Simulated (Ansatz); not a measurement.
# BH8NSSi2: one species, many methods

How much do the methods differ for BH8NSSi2? The plan is to run it at one geometry with functionals of several rungs and with coupled cluster, and see how far each lands from CCSD(T) at the basis-set limit for the atomisation energy.

Program: Ansatz 0.2.0, Gaussian basis. Level of theory: functionals in def2-TZVPP, the program's frozen cores in correlated methods. These are calculated values, not measurements.

Plan: PBE-D4, r2SCAN-D4, PBE0-D4, B3LYP-D4, ωB97X-V, ωB97M-V, B2PLYP; CCSD(T)/def2-TZVPP; MP2/def2-QZVPP; extrapolation to the limit.

## 1. The geometry

The geometry comes from an earlier relaxation with PBE0-D4 in a triple-zeta def2 set; it is a stationary point, not always the lowest conformer.

SMILES `BN[SiH]([SiH3])S`, 13 atoms, charge 0, spin multiplicity 1.

Atoms are counted from 1 here; the program's logs count them from 0.

Bond lengths: B1–N2 1.398 Å, B1–H6 1.200 Å, B1–H7 1.197 Å, N2–Si3 1.746 Å, N2–H8 1.012 Å, Si3–Si4 2.337 Å, Si3–S5 2.142 Å, Si3–H9 1.487 Å, Si4–H10 1.488 Å, Si4–H11 1.487 Å, Si4–H12 1.486 Å, S5–H13 1.344 Å. Angles: N2–B1–H6 118.9°, N2–B1–H7 120.1°, H6–B1–H7 121.0°, B1–N2–Si3 126.4°, B1–N2–H8 117.2°, Si3–N2–H8 116.4°, N2–Si3–Si4 110.3°, N2–Si3–S5 112.0°, N2–Si3–H9 109.5°, Si4–Si3–S5 110.4°, Si4–Si3–H9 112.7°, S5–Si3–H9 101.7°, Si3–Si4–H10 106.8°, Si3–Si4–H11 109.7°, Si3–Si4–H12 112.7°, H10–Si4–H11 108.8°, H10–Si4–H12 109.1°, H11–Si4–H12 109.6° and more.

## 2. PBE-D4 (GGA)

in.yaml reads:

```yaml
crystal:
  periodic: [false, false, false]
  atoms:
    - {symbol: B, position_ang: [-1.032308, 0.856508, 1.577097]}
    - {symbol: N, position_ang: [-0.868238, 1.232560, 0.240970]}
    - {symbol: Si, position_ang: [-0.095905, 0.292930, -1.011621]}
    - {symbol: Si, position_ang: [0.493977, -1.815332, -0.194594]}
    - {symbol: S, position_ang: [1.619271, 1.288792, -1.819742]}
    - {symbol: H, position_ang: [-0.622309, -0.213595, 1.932674]}
    - {symbol: H, position_ang: [-1.571463, 1.596416, 2.347835]}
    - {symbol: H, position_ang: [-1.204799, 2.148562, -0.026498]}
    - {symbol: H, position_ang: [-0.988388, 0.220402, -2.198794]}
    - {symbol: H, position_ang: [1.031025, -2.589046, -1.346024]}
    - {symbol: H, position_ang: [1.563397, -1.675365, 0.828931]}
    - {symbol: H, position_ang: [-0.660802, -2.548003, 0.386676]}
    - {symbol: H, position_ang: [2.356939, 1.170273, -0.702111]}
basis:
  gaussian: {orbitals: def2-TZVPP}
hamiltonian: {xc: pbe, dispersion: d4}
output: {forces: true, orbitals: {seedname: orbitals}}
```

Run with:

```
> ansatz run in.yaml --threads 4 --pin off --events-out ev --progress --plain --max-ram 10444MiB
```

The runs that follow: r2SCAN-D4 (meta-GGA); PBE0-D4 (hybrid); B3LYP-D4 (hybrid); ωB97X-V (range-separated); ωB97M-V (range-separated); B2PLYP (double hybrid); CCSD(T) in def2-TZVPP; MP2 in def2-QZVPP.

Q: Predict the results of all the runs planned. Wanted: atomisation energy, CCSD(T)/CBS; farthest; mean size of error, hybrid; mean size of error, range-separated; gap, smallest and largest; T1 diagnostic; triples share of the correlation energy.

The runs gave:

| quantity | value |
| --- | --- |
| atomisation energy, CCSD(T)/CBS | 4256.9 kJ/mol |
| functionals within 21.3 kJ/mol (0.5 %) | PBE-D4, r2SCAN-D4, PBE0-D4, B3LYP-D4 |
| farthest | B2PLYP (-52.8 kJ/mol) |
| mean size of error, hybrid | 15.5 kJ/mol |
| mean size of error, range-separated | 34.2 kJ/mol |
| gap, smallest and largest | 4.94 eV (PBE-D4), 11.45 eV (ωB97X-V) |
| T1 diagnostic | 0.0131 |
| triples share of the correlation energy | 3.9 % |

What this shows: PBE-D4 is off by +20.2 kJ/mol. Double hybrids carry the basis error of their MP2 part in triple zeta, and no dispersion term here, so their miss is partly the set-up's. The reference freezes the cores and leaves out relativity and excitations past (T), so misses under about 21.3 kJ/mol can't be ranked. Hartree-Fock recovers 74 % of the binding; the rest is correlation. Orbital gaps span 4.9 to 11.5 eV; exact exchange widens them.
